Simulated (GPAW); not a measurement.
Here is a GPAW 26.7.0 calculation.

The input run.py:

```python
from ase.eos import EquationOfState
from ase.io import Trajectory, read
from ase.units import GPa
from gpaw import GPAW, PW

atoms = read('Cd2S.xyz')

traj = Trajectory('eos.traj', 'w')
volumes, energies = [], []
for x in [0.94, 0.96, 0.98, 1.0, 1.02, 1.04, 1.06]:
    a = atoms.copy()
    a.set_cell(atoms.cell * x**(1 / 3), scale_atoms=True)
    calc = GPAW(mode=PW(600),
                xc='PBE',
                kpts={'size': (8, 8, 5), 'gamma': True},
                occupations={'name': 'fermi-dirac', 'width': 0.05},
                nbands=26,
                convergence={'density': 1e-05, 'energy': 1e-05},
                maxiter=150,
                txt=f'eos-{x:.2f}.txt')
    a.calc = calc
    energies.append(a.get_potential_energy(force_consistent=True))
    volumes.append(a.get_volume())
    p = -a.get_stress()[:3].mean() / GPa
    calc.write(f'eos-{x:.2f}.gpw')
    traj.write(a)
    print(f'{x:.2f} {volumes[-1]:10.4f} A^3 {energies[-1]:14.6f} eV {p:9.3f} GPa', flush=True)

v0, e0, B = EquationOfState(volumes, energies, eos='birchmurnaghan').fit()
print(f'V0 = {v0:.4f} A^3, E0 = {e0:.6f} eV, B0 = {B / GPa:.2f} GPa')
```

The input Cd2S.xyz:

```xyz
3
Lattice="3.9626700490 0.0000000000 0.0000000000 -1.9813350245 3.4317729293 0.0000000000 0.0000000000 0.0000000000 5.8091920000" Properties=species:S:1:pos:R:3 pbc="T T T"
Cd    -0.0000000002      2.2878486196      5.4183321347
Cd     1.9813350247      1.1439243097      3.3619827321
S     -0.0000000002      2.2878486196      2.1244505604
```

Potentials or basis: GPAW PAW data sets (gpaw-data 1.2.1), pw.

The run is started by

```bash
$ OMP_NUM_THREADS=1 python run.py
```

(1) What does it give for the pressure derivative of the bulk modulus?

(2) What does it give for the equilibrium volume?

(3) Estimate the bulk modulus at fixed shape and positions.

Results:

(1) 4.9.

(2) 26.12 Å³/atom.

(3) 43 GPa.

Caveat: the cell was scaled at fixed shape and fractional positions, which overstates the stiffness of a crystal with free parameters, most of all of layers and chains.
